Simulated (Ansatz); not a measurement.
# C₂H₇FGaN: up Jacob's ladder to CCSD(T)

An exercise on one series of results from a longer session: the logs are not shown, and one member is left open.

Method: functionals in def2-TZVPP, the program's frozen cores in correlated methods; program: Ansatz 0.2.0, Gaussian basis.

The runs, in order: PBE-D4, r2SCAN-D4, PBE0-D4, B3LYP-D4, ωB97X-V, ωB97M-V, B2PLYP; CCSD(T)/def2-TZVPP; MP2/def2-QZVPP; extrapolation to the limit.

### The geometry

An earlier PBE0-D4 in a triple-zeta def2 set relaxation fixed the geometry.

12 atoms, charge 0, spin multiplicity 1.

Atoms are counted from 1 here; the program's logs count them from 0.

Bond lengths: C1–Ga2 1.959 Å, C1–H6 1.090 Å, C1–H7 1.093 Å, C1–H8 1.092 Å, Ga2–N3 1.842 Å, Ga2–H9 1.564 Å, N3–C4 1.400 Å, N3–H10 1.008 Å, C4–F5 1.408 Å, C4–H11 1.094 Å, C4–H12 1.093 Å. Angles: Ga2–C1–H6 111.6°, Ga2–C1–H7 110.1°, Ga2–C1–H8 110.5°, H6–C1–H7 108.0°, H6–C1–H8 108.8°, H7–C1–H8 107.7°, C1–Ga2–N3 116.4°, C1–Ga2–H9 128.9°, N3–Ga2–H9 114.6°, Ga2–N3–C4 125.0°, Ga2–N3–H10 119.7°, C4–N3–H10 113.4°, N3–C4–F5 112.4°, N3–C4–H11 112.4°, N3–C4–H12 110.8°, F5–C4–H11 105.3°, F5–C4–H12 105.6°, H11–C4–H12 109.9°.

The first run:

Input file in.yaml:

```yaml
crystal:
  periodic: [false, false, false]
  atoms:
    - {symbol: C, position_ang: [-1.571116, 0.806771, 0.827795]}
    - {symbol: Ga, position_ang: [0.248759, 1.259801, 0.262881]}
    - {symbol: N, position_ang: [1.288812, -0.135085, -0.341993]}
    - {symbol: C, position_ang: [0.816006, -1.419830, -0.636539]}
    - {symbol: F, position_ang: [0.299407, -1.515985, -1.942555]}
    - {symbol: H, position_ang: [-2.168929, 1.700227, 1.009940]}
    - {symbol: H, position_ang: [-1.544050, 0.223234, 1.752039]}
    - {symbol: H, position_ang: [-2.068357, 0.200614, 0.067749]}
    - {symbol: H, position_ang: [0.976829, 2.642610, 0.310716]}
    - {symbol: H, position_ang: [2.203896, 0.052212, -0.722152]}
    - {symbol: H, position_ang: [1.604242, -2.177010, -0.581333]}
    - {symbol: H, position_ang: [-0.008600, -1.692661, 0.027353]}
basis:
  gaussian: {orbitals: def2-TZVPP}
hamiltonian: {xc: pbe, dispersion: d4}
output: {forces: true, orbitals: {seedname: orbitals}}
```

On the command line:

```
$ ansatz run in.yaml --threads 4 --pin off --events-out ev --progress --plain --max-ram 10444MiB
```

Among the steps run: PBE-D4 (GGA); r2SCAN-D4 (meta-GGA); PBE0-D4 (hybrid); B3LYP-D4 (hybrid); ωB97X-V (range-separated); ωB97M-V (range-separated); B2PLYP (double hybrid); CCSD(T) in def2-TZVPP; MP2 in def2-QZVPP.

One table of the session follows, with a row left open; its other results are not shown here.

| method | atomisation energy (kcal/mol) |
| --- | --- |
| PBE-D4 | 1019.5 |
| r2SCAN-D4 | 1001.2 |
| PBE0-D4 | 1000.7 |
| B3LYP-D4 | ? |
| ωB97X-V | 1004.7 |
| ωB97M-V | 1001.7 |
| B2PLYP | 990.0 |
| HF/def2-TZVPP | 714.4 |
| MP2/def2-TZVPP | 992.3 |
| CCSD/def2-TZVPP | 964.0 |
| CCSD(T)/def2-TZVPP | 978.5 |
| MP2/CBS | 1016.4 |
| CCSD(T)/CBS | 1002.6 |

**Question.** Estimate the row for B3LYP-D4.

As computed: atomisation energy (kcal/mol): 999.1. In the column «atomisation energy (kcal/mol)» it lies between MP2/def2-TZVPP (992.3) and PBE0-D4 (1000.7).

Caveats from the session: Free atoms (2 C, 1 Ga, 1 N, 1 F, 7 H) were run apart at each level; the atomisation energy is their sum less the molecule, without zero-point or spin-orbit terms.
